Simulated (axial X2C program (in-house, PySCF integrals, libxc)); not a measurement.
**All-electron X2C curves of CaF⁺**

What are the state, bond length, wavenumber and bond energy of CaF⁺, and what does spin–orbit coupling change?

Method: all-electron X2C, Ca dyall-cv3z, F dyall-av3z; program: an in-house X2C program for linear molecules on PySCF integrals.

All values are calculated.

## Step 1: Input

File task.json:

```json
{"zs": [20, 9], "q": 1, "bas": ["dyall-cv3z", "dyall-av3z"], "levels": ["PBE0", "HF", "TPSSh"], "cc": true, "r0": 2.35, "thr": -1.0, "nmax": 90, "npts": 10, "nst": 2, "ntry": 6}
```

Keys: zs atomic numbers; q charge; bas basis sets; levels methods (HF also brings MP2); cc coupled cluster on or off; r0 starting distance in Å; thr threshold in hartree for freezing inner shells (an s shell follows its p shell); nmax most natural virtual spinors; npts points asked for on the curve; nst determinants followed; ntry starts of the search.

Started as:

```console
$ python so2c.py task.json out
```

Spin-free means the one-electron spin-free X2C Hamiltonian; two-component (2c) means X2C with spin–orbit coupling and atomic mean-field two-electron Coulomb and Gaunt terms. Basis: Ca dyall-cv3z contracted to [11s12p6d4f], F dyall-av3z contracted to [7s6p3d2f]; Gaussian nuclei, density fitting. Masses: Ca 39.963 u, F 18.998 u.

Notation: σ, π±, δ± give the projection m of an orbital's angular momentum (0, ±1, ±2), α and β its spin, Λ and M_S the sums; ω is the projection of a spinor's total angular momentum and Ω the sum. Logs are in hartree.

The runs that follow: PBE0, spin-free; HF, spin-free; TPSSh, spin-free; MP2 and beyond, spin-free; PBE0, 2c; HF, 2c; TPSSh, 2c; Correlated methods, 2c.

Before running it: what results should come out? Wanted: for each run, Hamiltonian; Re; ωe; De; μ.

The runs gave:

Lowest determinant that the search found at its distance, spin-free: M_S = 0, Λ = 0 (closed shell).

Lowest determinant that the search found at its distance, 2c: Ω = 0 (closed shell).

```tsv
Hamiltonian	level	Re (Å)	ωe (cm⁻¹)	De (eV)	μ (D)
spin-free	PBE0	1.859	700	5.84	-8.10
spin-free	HF	1.896	685	3.72	-9.28
spin-free	MP2	1.916	653	6.02	n/a
spin-free	CCSD	1.912	661	5.57	n/a
spin-free	CCSD(T)	1.915	656	5.71	n/a
spin-free	TPSSh	1.863	699	6.11	-7.96
2c	PBE0	1.859	700	5.84	-8.09
2c	HF	1.896	685	3.71	-9.28
2c	MP2	1.916	653	6.01	n/a
2c	CCSD	1.913	661	5.55	n/a
2c	CCSD(T)	1.916	656	5.70	n/a
2c	TPSSh	1.864	699	6.11	-7.96
```

Dipoles are positive if F is the positive end and refer to the centre of mass.

In words: At CCSD(T), going from spin-free to two-component changes Re by 0 mÅ, ωe by 0.0 %, which is small (part of it comes from the scalar share of the two-electron terms). De moves by -0.02 eV; both De rest on single-determinant atoms, which can miss part of an open shell's spin–orbit lowering.

De refers to Ca+ + F, each in the lowest determinant found, which need not be this curve's own limit. Each curve is one determinant whose occupation by symmetry is held fixed; it was picked as the lowest of a PBE0 search that is not exhaustive. The closed shell is kept restricted; where the fragments are open shells, the energy then runs too high at long range. Dissociation energies refer to the lowest single-determinant-based atoms at the same level and basis. Coupled cluster ran in a truncated set of natural virtual spinors; the MP2 energy of the rest was added. The meta-GGAs lack a current-density term, which matters for open shells with orbital currents, atoms included.
